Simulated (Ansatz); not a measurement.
# MnCO3 (R-3c): equation of state with a fit in Python

Where is the equilibrium volume of MnCO3 (R-3c), and how stiff is it? Wanted for MnCO3 (R-3c): an equation of state with a fit.

All numbers are computed with Ansatz 0.2.0 through its Python package. Level of theory: DFT r2SCAN, plane waves, PAW.

### 1 The structure

The structure is trigonal, space group R-3c (No. 167). The conventional cell has a = 4.773 Å, b = 4.773 Å, c = 15.642 Å, α = 90.00°, β = 90.00°, γ = 120.00°. Around Mn (site symmetry -3) lie 6 O at 2.19 Å. C (site symmetry 32) has 3 O at 1.29 Å in its first shell of neighbours. Around O (site symmetry 2) lie 1 C at 1.29 Å and 2 Mn at 2.19 Å.

No structure file is read: the coordinates are typed or built in the script.

### 2 The code

The input, run_eos.py:

```python
"""Bulk modulus of MnCO3 from an E(V) curve."""

import warnings

import ansatz as az
from ase.eos import EquationOfState
from ase.units import GPa
import numpy as np

vectors0 = np.array([
    [2.3865, 1.377846, 5.214],
    [-2.3865, 1.377846, 5.214],
    [0.0, -2.755693, 5.214],
])
sites = [
    ("Mn", (0.0, 0.0, 0.0), 2.8),
    ("Mn", (0.5, 0.5, 0.5), -2.8),
    ("C", (0.25, 0.25, 0.25), 0.0),
    ("C", (0.75, 0.75, 0.75), 0.0),
    ("O", (0.5195, 0.9805, 0.25), 0.0),
    ("O", (0.25, 0.5195, 0.9805), 0.0),
    ("O", (0.9805, 0.25, 0.5195), 0.0),
    ("O", (0.4805, 0.0195, 0.75), 0.0),
    ("O", (0.75, 0.4805, 0.0195), 0.0),
    ("O", (0.0195, 0.75, 0.4805), 0.0),
]


def build(cell):
    crystal = az.Crystal(lattice=az.Lattice.of(cell))
    for symbol, position, moment in sites:
        crystal = crystal.atom(symbol, position, moment=moment or None)
    return crystal

warnings.simplefilter("ignore", az.DeckWarning)

# uniform scaling of the cell
volumes, energies = [], []
for scale in np.linspace(0.92, 1.08, 7):
    cell = vectors0 * scale ** (1 / 3)
    calc = (
        build(cell).calculation()
        .functional("r2scan")
        .occupations(az.OccupationsMethod.FERMI_DIRAC, width=0.1)
        .spin("collinear")
        .basis(600)
        .kpoints(7, 7, 7)
    )
    data = calc.run(threads=1, backend="cpu").report
    volumes.append(abs(np.linalg.det(cell)) / len(sites))
    energies.append(data["free_energy_ev"] / len(sites))
    print(f"V = {volumes[-1]:8.4f} A^3/atom  F = {energies[-1]:.5f} eV/atom")

eos = EquationOfState(volumes, energies, eos="sj")
v0, e0, bulk = eos.fit()
print(f"V0 = {v0:.4f} A^3/atom, E0 = {e0:.5f} eV/atom, B = {bulk / GPa:.1f} GPa")
eos.plot("eos.png")
```

### 3 The input behind the calls

The engine receives this input (first run):

```yaml
crystal:
  lattice:
    - [2.3210832337713, 1.3400776238503458, 5.071078139905116]
    - [-2.3210832337713, 1.3400776238503458, 5.071078139905116]
    - [0.0, -2.680156220289518, 5.071078139905116]
  atoms:
    - { symbol: Mn, position: [0.0, 0.0, 0.0], spin: 2.8 }
    - { symbol: Mn, position: [0.5, 0.5, 0.5], spin: -2.8 }
    - { symbol: C, position: [0.25, 0.25, 0.25] }
    - { symbol: C, position: [0.75, 0.75, 0.75] }
    - { symbol: O, position: [0.5195, 0.9805, 0.25] }
    - { symbol: O, position: [0.25, 0.5195, 0.9805] }
    - { symbol: O, position: [0.9805, 0.25, 0.5195] }
    - { symbol: O, position: [0.4805, 0.0195, 0.75] }
    - { symbol: O, position: [0.75, 0.4805, 0.0195] }
    - { symbol: O, position: [0.0195, 0.75, 0.4805] }
basis:
  ecutwfc: 600.0
kpoints:
  mp_grid:
    grid: [7, 7, 7]
hamiltonian:
  xc: r2scan
magnetization:
  spin_polarized: true
scf:
  occupations:
    method: fermi_dirac
    width: 0.1
```

### 4 Running it

Command:

```console
> python run_eos.py
```

**Question.** Where does the minimum lie against the volume typed, and how stiff is the crystal?

As calculated:

| quantity | value |
| --- | --- |
| runs compared | 7 |
| range of energy | 40.71 meV/atom |
| lowest point, volume (Å³/atom) | 10.287 |
| equilibrium volume (fit) | 10.25 Å³/atom |
| bulk modulus (fit) | 191 GPa |

A third-order Birch-Murnaghan fit through the 7 points (the script's own form differs a little) has its minimum at 10.25 Å³ an atom, 0.4 % below the typed cell, with a bulk modulus of 191 GPa and dB/dP = 4.1. From that minimum the energy rises by 40.8 meV an atom on the compressed side and 37.7 meV on the expanded side. Notes:
- Other magnetic orders than the one started from may lie lower.
- Shape and fractional positions are held along the curve, so the bulk modulus is an upper value where they are free to relax.
- Without a Hubbard U or exact exchange, semilocal functionals often make such 3d compounds metallic or too weakly gapped.
